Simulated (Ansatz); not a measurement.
# SrAuN2: the cost of one run

Computed with Ansatz 0.2.0 (DFT PBE, scalar-relativistic, plane waves, PAW, unless a step's input says otherwise).

1 further run of the same task is left out (it didn't finish).

## 1. Starting point

Symmetry: P4/mmm, No. 123, tetragonal system. Conventional cell: a = 3.889 Å, b = 3.889 Å, c = 3.805 Å, α = 90.00°, β = 90.00°, γ = 90.00°. Sr (site symmetry 4/mmm) is surrounded by 8 N at 2.72 Å and 4 Au at 2.75 Å. Au (site symmetry 4/mmm) is surrounded by 8 N at 2.72 Å and 4 Sr at 2.75 Å. N (site symmetry mmm) is surrounded by 4 Sr at 2.72 Å and 4 Au at 2.72 Å and 4 N at 2.75 Å.

Structure file:

```xyz
4
Lattice="3.8889 0.0000 0.0000 0.0000 3.8889 0.0000 0.0000 0.0000 3.8046" Properties=species:S:1:pos:R:3 pbc="T T T"
Sr    1.9445    1.9445    0.0000
Au    0.0000    0.0000    0.0000
N     0.0000    1.9445    1.9023
N     1.9445    0.0000    1.9023
```

A structure generator made this guess: species swapped into a database cell of TiAgHg2 (P4/mmm, No. 123), with Sr on the Ti sites, Au on the Ag sites and N on the Hg sites. The dimensions are guesses.

## 2. Probe: one point on a coarse mesh

input.yaml

```yaml
crystal:
  lattice:
    - [3.88891568, 0.0, 0.0]
    - [0.0, 3.88891568, 0.0]
    - [0.0, 0.0, 3.80457761]
  atoms:
    - { symbol: Sr, position: [0.5, 0.5, 0.0] }
    - { symbol: Au, position: [0.0, 0.0, 0.0] }
    - { symbol: "N", position: [0.0, 0.5, 0.5] }
    - { symbol: "N", position: [0.5, 0.0, 0.5] }
basis:
  ecutwfc: 420
kpoints:
  mp_grid: { grid: [4, 4, 4] }
hamiltonian:
  xc: pbe
scf:
  occupations: { method: gaussian, width: 0.1 }
  lower_state_search: "off"
output:
  forces: true
  stress: true
  eigenvalues: true
```

The run is started by

```
ansatz run input.yaml --threads 1 --pin off --max-ram 2560MiB --backend cpu --events-out ev --progress --plain --runs-dir out
```

Q: Estimate wall time and peak memory on 1 thread of Arm Neoverse V1, shared host.

About 2.1 s, with a peak of 0.3 GiB.
